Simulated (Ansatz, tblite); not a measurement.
# The cluster Be3Se2+: rung by rung

The task here is to estimate one member of a computed series from the others.

The runs use Ansatz 0.2.0, Gaussian basis; as each input shows.

Levels to be run: GFN1-xTB, GFN2-xTB, PBE-D4/def2-TZVP, r2SCAN-D4/def2-TZVP, r2SCANh-D4/def2-TZVP, BHLYP-D4/def2-TZVP, HSE06-D4/def2-TZVP, LDA/def2-TZVP, HF/def2-TZVP, LC-ωPBE(0.10)/def2-TZVP, LC-ωPBE(0.15)/def2-TZVP, LC-ωPBE(0.20)/def2-TZVP, LC-ωPBE(0.30)/def2-TZVP, PBE-D4/def2-SVP, PBE0-D4/def2-SVP, HF/STO-3G, CCSD(T)/def2-SVP, MP2/def2-TZVP, RPA/def2-TZVP.

3 further runs of the same task are left out: 3 set aside as unsound or not needed.

### The structure

The doublet was relaxed beforehand with PBE-D4/def2-SVP. At that level it is the lowest of the isomers that a small search found.

5 atoms, charge 1, spin multiplicity 2.

Bond lengths: Be1–Se4 2.169 Å, Be1–Se5 2.169 Å, Be2–Se4 2.169 Å, Be2–Se5 2.170 Å, Be3–Se4 2.169 Å, Be3–Se5 2.169 Å. Angles: Se4–Be1–Se5 105.5°, Se4–Be2–Se5 105.4°, Se4–Be3–Se5 105.4°, Be1–Se4–Be2 63.3°, Be1–Se4–Be3 63.3°, Be2–Se4–Be3 63.3°, Be1–Se5–Be2 63.3°, Be1–Se5–Be3 63.3°, Be2–Se5–Be3 63.3°.

The ion is computed in the gas phase, without counter-ions or solvent.

PBE0-D4/def2-TZVP was run before; its log isn't repeated, and its numbers join the tables.

The first run:

Tight binding, by tblite at 300 K electronic temperature and without a spin-polarisation term:

```python
tblite.interface.Calculator('GFN1-xTB', numbers, positions, charge=1, uhf=1).singlepoint()
```

Tight binding, by tblite at 300 K electronic temperature and without a spin-polarisation term:

```python
tblite.interface.Calculator('GFN2-xTB', numbers, positions, charge=1, uhf=1).singlepoint()
```

start.molden holds the orbitals of an earlier run on this state, given as this run's starting guess.

in.yaml

```yaml
crystal:
  periodic: [false, false, false]
  atoms:
    - {symbol: Be, position_ang: [-0.411404, -0.880974, -0.883797]}
    - {symbol: Be, position_ang: [0.588604, 1.105035, -0.398661]}
    - {symbol: Be, position_ang: [-0.177080, -0.223785, 1.282555]}
    - {symbol: Se, position_ang: [-1.533053, 0.789938, -0.073880]}
    - {symbol: Se, position_ang: [1.532923, -0.790213, 0.073784]}
basis:
  gaussian: {orbitals: def2-TZVP, initial_orbitals: start.molden}
total_charge: 1
magnetization: {spin_polarized: true, initial_magnetization: 1}
hamiltonian: {xc: pbe, dispersion: d4}
scf: {omitted_lower_state_checks: [starts]}
output: {orbitals: {seedname: orbitals}}
```

The run is started by

```
ansatz run in.yaml --threads 4 --pin off --events-out ev --progress --plain --max-ram 3916MiB
```

Steps of the session up to this table: PBE-D4/def2-TZVP; r2SCAN-D4/def2-TZVP; r2SCANh-D4/def2-TZVP; BHLYP-D4/def2-TZVP; HSE06-D4/def2-TZVP; LDA/def2-TZVP; HF/def2-TZVP; LC-ωPBE(0.10)/def2-TZVP; LC-ωPBE(0.15)/def2-TZVP; LC-ωPBE(0.20)/def2-TZVP; LC-ωPBE(0.30)/def2-TZVP; PBE-D4/def2-SVP; PBE0-D4/def2-SVP; HF/STO-3G; CCSD(T)/def2-SVP; MP2/def2-TZVP; RPA/def2-TZVP.

One table of the session follows, with a row left open; its other results are not shown here.

It belongs to the step «Levels side by side». 

```
                  level  HOMO (eV)  LUMO (eV)  gap (eV)
              HF/STO-3G     -10.30      -3.80      6.50
           HF/def2-TZVP     -11.05      -5.13      5.92
          LDA/def2-TZVP      -9.56      -8.73      0.83
        PBE-D4/def2-SVP      -9.60      -8.51      1.10
       PBE-D4/def2-TZVP      -9.55      -8.42      1.13
    r2SCAN-D4/def2-TZVP      -9.72      -8.38      1.34
   r2SCANh-D4/def2-TZVP      -9.92      -8.11      1.81
       PBE0-D4/def2-SVP     -10.12      -7.81      2.31
      PBE0-D4/def2-TZVP          ?          ?         ?
     HSE06-D4/def2-TZVP      -9.72      -8.08      1.64
     BHLYP-D4/def2-TZVP     -10.37      -7.04      3.33
LC-ωPBE(0.10)/def2-TZVP     -10.88      -7.06      3.83
LC-ωPBE(0.15)/def2-TZVP     -11.29      -6.60      4.69
LC-ωPBE(0.20)/def2-TZVP     -11.52      -6.29      5.23
LC-ωPBE(0.30)/def2-TZVP     -11.70      -5.97      5.73
```

Estimate the missing values for PBE0-D4/def2-TZVP.

**Answer.** HOMO (eV): -10.08; LUMO (eV): -7.71; gap (eV): 2.36. In the column «HOMO (eV)» it lies between PBE0-D4/def2-SVP (-10.12) and r2SCANh-D4/def2-TZVP (-9.92).
